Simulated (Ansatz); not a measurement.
2 structures of LaTe: a ranking of polymorphs by energy, run with Ansatz 0.2.0, Python API.

`late.py`:
```python
# -*- coding: utf-8 -*-
import warnings

import ansatz as az
import numpy as np
import pandas as pd
import spglib

PHASES = {
    "Pm-3m": (
        [(3.936092, 0.0, 0.0), (0.0, 3.936092, 0.0), (0.0, 0.0, 3.936092)],
        [
            ("La", (0.0, 0.0, 0.0)),
            ("Te", (0.5, 0.5, 0.5)),
        ],
    ),
    "Fm-3m": (
        [(0.0, 3.218, 3.218), (3.218, 0.0, 3.218), (3.218, 3.218, 0.0)],
        [
            ("La", (0.0, 0.0, 0.0)),
            ("Te", (0.5, 0.5, 0.5)),
        ],
    ),
}


def build(vectors, sites):
    crystal = az.Crystal(lattice=az.Lattice.of(vectors))
    for symbol, position in sites:
        crystal = crystal.atom(symbol, position)
    return crystal


def run_phase(name, crystal):
    calc = (
        crystal.calculation()
        .functional("lda")
        .basis(470)
        .mixing("anderson", preconditioner="local_kerker")
        .scf(tolerance=1e-05)
        .kpoints(spacing=0.26)
        .occupations("fermi_dirac", width=0.1)
        .stress()
        .band_table()
    )
    calc = calc.relax(force_tolerance=0.02, cell=True)
    return calc.run()


def space_group(outcome):
    sites = outcome.report["lattice"]["sites"]
    kinds = sorted({site["symbol"] for site in sites})
    cell = (outcome.lattice.cell_ang, [site["position_frac"] for site in sites], [kinds.index(site["symbol"]) for site in sites])
    return spglib.get_spacegroup(cell, symprec=0.01)


def pressure_gpa(outcome):
    return float(np.trace(outcome.report["stress_gpa"]) / 3)


def volume_per_atom(outcome):
    return abs(np.linalg.det(outcome.lattice.cell_ang)) / len(outcome.lattice.sites)

warnings.simplefilter("ignore", az.DeckWarning)

phases = {name: build(*cell) for name, cell in PHASES.items()}

done = {}
for name, crystal in phases.items():
    done[name] = run_phase(name, crystal)
    print(f"{name}: {done[name].report['energy_sigma0_ev']:.4f} eV, {len(done[name].lattice.sites)} atoms")

energy = {name: o.report["energy_sigma0_ev"] / len(o.lattice.sites) for name, o in done.items()}
lowest = min(energy.values())
rows = [(name, len(o.lattice.sites), 1000 * (energy[name] - lowest), space_group(o), pressure_gpa(o), volume_per_atom(o)) for name, o in done.items()]
rows.sort(key=lambda row: row[2])
print(pd.DataFrame(rows, columns=["phase", "atoms", "dE (meV/atom)", "space group", "P (GPa)", "V (A^3/atom)"]).round(4).to_string(index=False))
print("order:", " < ".join(row[0] for row in rows))
```

Which of these structures comes out lowest, and how far apart are they?

By space group at the end of each run: Fm-3m (+0 meV an atom, 32.0 Å³) and Pm-3m (+91 meV an atom, 28.4 Å³).

What the script printed:

```console
$ python late.py
Pm-3m: -12906.3937 eV, 2 atoms
Fm-3m: -12906.5756 eV, 2 atoms
phase  atoms  dE (meV/atom) space group  P (GPa)  V (A^3/atom)
Fm-3m      2         0.0000 Fm-3m (225)  -0.0069       31.9655
Pm-3m      2        90.9972 Pm-3m (221)  -0.0126       28.4128
order: Fm-3m < Pm-3m
```

These settings explore the input space; cutoff and mesh may be short of convergence. For the metals among these phases the mesh is modest: differences between phases can be off by up to 40 meV an atom. The program warned that this SCF threshold is loose for forces or stresses. Pressure is positive in compression. The cells come from databases of deposited and of computed structures, and not all need be stable phases. The ranking holds among these structures alone, at zero temperature; the ground state may be another structure. Differences under about 40 meV an atom lie within the error of mesh and functional. The script silences the warnings on its input, which a real study should read. Timing: 20 s on 1 thread of Arm Neoverse V1, on a shared host, peak memory 0.48 GiB.

(A comment or docstring line of the script was reworded after the run, the code is as it ran; lines on the test bed's own set-up are left out of the output.)
